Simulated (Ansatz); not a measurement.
**Si₆H₁₄: how energies converge with the basis set**

An exercise on one series of results from a longer session: the logs are not shown, and one member is left open.

The runs use Ansatz 0.2.0, Gaussian basis; one geometry, several basis sets.

Plan: PBE0-D4/def2-SVP; ωB97M-V/def2-SVP; PBE0-D4/def2-QZVPP; ωB97M-V/def2-QZVPP; the functionals' def2-TZVPP values are taken from earlier runs.

**The relaxed structure**

All runs share one geometry, relaxed beforehand with PBE0-D4 in a triple-zeta def2 set.

SMILES `[SiH3][SiH2][SiH2][SiH2][SiH2][SiH3]`, 20 atoms, charge 0, spin multiplicity 1.

Atoms are counted from 1 here; the program's logs count them from 0.

Bond lengths: Si1–Si2 2.340 Å, Si1–H7 1.487 Å, Si1–H8 1.488 Å, Si1–H9 1.487 Å, Si2–Si3 2.342 Å, Si2–H10 1.491 Å, Si2–H11 1.491 Å, Si3–Si4 2.339 Å, Si3–H12 1.490 Å, Si3–H13 1.491 Å, Si4–Si5 2.338 Å, Si4–H14 1.490 Å, Si4–H15 1.491 Å, Si5–Si6 2.339 Å, Si5–H16 1.490 Å, Si5–H17 1.489 Å, Si6–H18 1.488 Å, Si6–H19 1.487 Å and more. Angles: Si2–Si1–H7 109.8°, Si2–Si1–H8 109.9°, Si2–Si1–H9 111.3°, H7–Si1–H8 108.8°, H7–Si1–H9 108.7°, H8–Si1–H9 108.4°, Si1–Si2–Si3 112.9°, Si1–Si2–H10 109.6°, Si1–Si2–H11 107.8°, Si3–Si2–H10 109.3°, Si3–Si2–H11 109.3°, H10–Si2–H11 107.8°, Si2–Si3–Si4 111.1°, Si2–Si3–H12 109.2°, Si2–Si3–H13 109.5°, Si4–Si3–H12 109.5°, Si4–Si3–H13 109.6°, H12–Si3–H13 107.9° and more.

Coordinates:

```mol
H14Si6
  3D, bonds by distance, orders not assigned

 20 19  0  0  0  0  0  0  0  0999 V2000
   -0.8153   -1.8290   -1.8098 Si  0  0
   -1.4023   -1.9664    0.4512 Si  0  0
   -1.5495    0.1305    1.4846 Si  0  0
    0.5620    0.8961    2.1376 Si  0  0
    2.0405    0.8014    0.3295 Si  0  0
    1.1161    1.9465   -1.4887 Si  0  0
   -1.7780   -0.9515   -2.5274 H   0  0
   -0.8513   -3.1834   -2.4254 H   0  0
    0.5531   -1.2726   -1.9796 H   0  0
   -0.4062   -2.8053    1.1764 H   0  0
   -2.7236   -2.6518    0.5385 H   0  0
   -2.1592    1.1035    0.5351 H   0  0
   -2.4376    0.0354    2.6781 H   0  0
    1.0607    0.0477    3.2566 H   0  0
    0.4616    2.3011    2.6250 H   0  0
    3.3557    1.4030    0.6887 H   0  0
    2.2660   -0.6266   -0.0290 H   0  0
    1.1004    3.4052   -1.1952 H   0  0
    1.8928    1.7144   -2.7356 H   0  0
   -0.2860    1.5017   -1.7106 H   0  0
  1  2  8  0
  2  3  8  0
  3  4  8  0
  4  5  8  0
  5  6  8  0
  1  7  8  0
  1  8  8  0
  1  9  8  0
  2 10  8  0
  2 11  8  0
  3 12  8  0
  3 13  8  0
  4 14  8  0
  4 15  8  0
  5 16  8  0
  5 17  8  0
  6 18  8  0
  6 19  8  0
  6 20  8  0
M  END
```

Set-up of the first run:

Input file in.yaml:

```yaml
crystal:
  periodic: [false, false, false]
  atoms:
    - {symbol: Si, position_ang: [-0.815297, -1.828958, -1.809826]}
    - {symbol: Si, position_ang: [-1.402294, -1.966364, 0.451221]}
    - {symbol: Si, position_ang: [-1.549536, 0.130513, 1.484562]}
    - {symbol: Si, position_ang: [0.562030, 0.896133, 2.137556]}
    - {symbol: Si, position_ang: [2.040539, 0.801384, 0.329469]}
    - {symbol: Si, position_ang: [1.116131, 1.946482, -1.488747]}
    - {symbol: H, position_ang: [-1.777987, -0.951512, -2.527413]}
    - {symbol: H, position_ang: [-0.851319, -3.183379, -2.425419]}
    - {symbol: H, position_ang: [0.553127, -1.272636, -1.979570]}
    - {symbol: H, position_ang: [-0.406159, -2.805268, 1.176384]}
    - {symbol: H, position_ang: [-2.723569, -2.651753, 0.538505]}
    - {symbol: H, position_ang: [-2.159220, 1.103516, 0.535099]}
    - {symbol: H, position_ang: [-2.437639, 0.035406, 2.678135]}
    - {symbol: H, position_ang: [1.060696, 0.047674, 3.256599]}
    - {symbol: H, position_ang: [0.461556, 2.301090, 2.625038]}
    - {symbol: H, position_ang: [3.355706, 1.403022, 0.688696]}
    - {symbol: H, position_ang: [2.266027, -0.626605, -0.028964]}
    - {symbol: H, position_ang: [1.100406, 3.405205, -1.195167]}
    - {symbol: H, position_ang: [1.892837, 1.714378, -2.735606]}
    - {symbol: H, position_ang: [-0.286025, 1.501672, -1.710572]}
basis:
  gaussian: {orbitals: def2-SVP}
hamiltonian: {xc: pbe0, dispersion: d4}
output: {orbitals: {seedname: orbitals}}
```

Steps of the session up to this table: PBE0-D4 in def2-SVP; ωB97M-V in def2-SVP; PBE0-D4 in def2-QZVPP; ωB97M-V in def2-QZVPP.

One table of the session follows, with a row left open; its other results are not shown here.

It belongs to the step «Density functionals: the series». 

| functional | basis | HOMO (eV) |
| --- | --- | --- |
| PBE0-D4 | def2-SVP | ? |
| PBE0-D4 | def2-TZVPP | -7.86 |
| PBE0-D4 | def2-QZVPP | -7.85 |
| ωB97M-V | def2-SVP | -9.83 |
| ωB97M-V | def2-TZVPP | -9.78 |
| ωB97M-V | def2-QZVPP | -9.78 |

**Question.** Estimate the row for PBE0-D4, def2-SVP.

The run gave: HOMO (eV): -7.94. In the column «HOMO (eV)» it lies between ωB97M-V, def2-QZVPP (-9.78) and PBE0-D4, def2-TZVPP (-7.86).
